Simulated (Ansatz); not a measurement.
Runs of Ansatz 0.2.0 on GdO. Symmetry: F-43m, No. 216, cubic system. Conventional cell: a = 5.400 Å, b = 5.400 Å, c = 5.400 Å, α = 90.00°, β = 90.00°, γ = 90.00°. Around Gd (site symmetry -43m) lie 4 O at 2.34 Å. O (site symmetry -43m) is surrounded by 4 Gd at 2.34 Å. 

| task | level | potentials or basis | U | k mesh | cutoff (eV) | hubbard projectors | double counting | points for each segment of the path | mesh quality | gap on the mesh (eV) | pressure (GPa) | moment (μB) | V0 of scaled cells (Å³/atom) | B0 (GPa) |
| --- | --- | --- | --- | --- | --- | --- | --- | --- | --- | --- | --- | --- | --- | --- |
| projected density of states | PBEsol+U | Ansatz PAW | Gd f U = 4 eV | 9 × 9 × 9 | 420 | ortho-atomic (the default) | fll (the default) | - | not flagged | none | -4.2 | 7.88 | - | - |
| equation of state | PBE | Ansatz PAW soft_1 | - | 9 × 9 × 9 | 420 | - | - | - | not flagged | - | - | - | 19.55 | 95 |
| band structure | LDA | Ansatz PAW | - | 9 × 9 × 9 | 420 | - | - | 14 | not flagged | none | -7.7 | 7.01 | - | - |
| band structure | PBE+U | Ansatz PAW | Gd f U = 2 eV | 9 × 9 × 9 | 420 | ortho-atomic (the default) | fll (the default) | 14 | not flagged | none | -0.6 | 7.84 | - | - |
| projected density of states | PBEsol+U | Ansatz PAW | Gd f U = 3 eV | 9 × 9 × 9 | 420 | ortho-atomic (the default) | fll (the default) | - | not flagged | none | -4.3 | 7.85 | - | - |
| band structure | PBE+U | Ansatz PAW | Gd f U = 6 eV | 9 × 9 × 9 | 420 | ortho-atomic (the default) | fll (the default) | 14 | not flagged | none | -0.2 | 7.93 | - | - |
| single point | PBE0 | Ansatz PAW | - | 6 × 6 × 6 | 420 | - | - | - | not flagged | none | - | 7.99 | - | - |
| band structure | HSE06 | Ansatz PAW | - | 6 × 6 × 6 | 420 | - | - | 4 | not flagged | none | - | 7.99 | - | - |
| band structure | PBE+U | Ansatz PAW | Gd f U = 4 eV | 9 × 9 × 9 | 420 | ortho-atomic (the default) | fll (the default) | 14 | not flagged | none | (a) | 7.91 | - | - |
| equation of state | r2SCAN | Ansatz PAW | - | 9 × 9 × 9 | 500 | - | - | - | not flagged | - | - | - | 19.25 | (b) |
| projected density of states | PBEsol | Ansatz PAW | - | 9 × 9 × 9 | 420 | - | - | - | not flagged | none | -4.5 | 7.51 | - | - |
| single point | PBE0 | Ansatz PAW | - | 5 × 5 × 5 | 420 | - | - | - | coarse | none | - | 7.98 | - | - |

Alike in all rows: spin collinear, ferromagnetic start; cell as given; smearing fermi-dirac 0.05 eV.

**Question.** Estimate the missing entries.

**Answer.** (a) -0.4; (b) 109.

Caveats: some runs use coarse meshes; spin-orbit coupling is left out, which moves the levels of the heavy elements; a cell with one magnetic atom can't hold antiferromagnetic order, which such compounds often take (some runs); the magnetic or orbital state may not be the lowest (some runs); the PAW data sets come from PBE, with cores solved anew for the run's functional, which leaves a small shift of forces and pressure (some runs); without U or exact exchange the open f shell lies at the Fermi level, which spoils levels, moments and volumes (some runs); the density of states is complete only up to the lowest level of the last band computed (some runs).

A k mesh can miss the band edges, and the runs leave out spin-orbit coupling on Gd.

A gap of «none» marks a metal or a gap under the smearing width.

Not every run made on this cell is shown here.
